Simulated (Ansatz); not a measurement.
# CAlGe: the cost of one run

Computed with Ansatz 0.2.0, Gaussian basis. Level: cc-pVTZ, core rule «outside noble gas», up to 20 orbitals frozen.

The runs, in order: UHF; CCSD(T) on ROHF; CCSD(T) on UHF; BCCD(T) on ROHF; CCSDT(Q) on ROHF; CCSDT(Q) on UHF; CASSCF and NEVPT2, 11 electrons in 12 orbitals.

5 further runs of the same task are left out: 5 set aside as unsound or not needed.

## 1. The system

The geometry is a PBE0/def2-TZVP stationary point (not a proven minimum). No spin-orbit coupling is included. The filled d shell of Ge may be among the frozen orbitals whatever the setting's name suggests; the logs give the count.

3 atoms, charge 0, spin multiplicity 2.

Atoms are counted from 1 here; the program's logs count them from 0.

Bond lengths: Al1–C2 1.807 Å, C2–Ge3 1.742 Å. Angles: Al1–C2–Ge3 180.0°.

## 2. UHF

The input, in.yaml:

```yaml
crystal:
  periodic: [false, false, false]
  atoms:
    - {symbol: Al, position_ang: [0.000000, 0.000000, 1.785200]}
    - {symbol: C, position_ang: [0.000000, 0.000000, -0.021500]}
    - {symbol: Ge, position_ang: [0.000000, 0.000000, -1.763700]}
basis:
  gaussian: {orbitals: cc-pVTZ}
magnetization: {spin_polarized: true, initial_magnetization: 1}
hamiltonian: {xc: hf}
output: {orbitals: {seedname: orbitals}}
```

Started as:

```sh
$ ansatz run in.yaml --threads 1 --pin off --events-out ev --progress --plain --max-ram 2816MiB --backend cpu
```

Q: Estimate wall time and peak memory on 1 thread of AMD EPYC 7R13, shared host.

About 30 s, with a peak of 0.42 GiB.
